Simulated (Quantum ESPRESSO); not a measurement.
Crystal: SiO.

```
Si O
1.0
     0.00000    2.43364    2.43364
     2.43364    0.00000    2.43364
     2.43364    2.43364    0.00000
Si O
1 1
Direct
  0.75000 0.75000 0.75000
  0.00000 0.00000 0.00000
```

The cell was built by a generator and needn't be a form met in nature.

* Program: Quantum ESPRESSO 7.5
* Task: phonons
* Functional: PBEsol
* Potentials or basis: GBRV 1.5 PBEsol
* Cutoff: 612 eV
* Density cutoff: 4898 eV
* k mesh: 6 × 6 × 6, shifted
* Occupations: fermi-dirac, width 0.05 eV
* Spin: no spin polarisation
* Target pressure: 5 GPa
* Mixing beta: 0.5
* Most SCF iterations: 120
* SCF threshold: 4e-10 Ry

The cell and the atoms were relaxed first at 5 GPa, to 12.40 Å³/atom (a = 3.273 Å, b = 3.273 Å, c = 3.273 Å, α = 60.00°, β = 60.00°, γ = 60.00°), and the response was taken there.

The first run showed a gap, so the response started from a second, tighter run with fixed occupations.

Task: Which optical modes does the crystal have at the zone centre, and which show in infrared and Raman spectra?

Result: The optical modes are T2. Infrared active: T2. Raman active: T2.

Optical modes at Γ, degenerate ones joined, polar ones without the macroscopic field:
```
cm⁻¹  components  symmetry     active in  IR intensity, summed ((D/Å)²/amu)
194i           3        T2  IR and Raman                              91.16
```

Caveat: some modes are imaginary; the cell is more than 3 GPa from zero pressure, which shifts response properties; the gap on the mesh is small and may close between mesh points, in which case fixed occupations spoil the response.
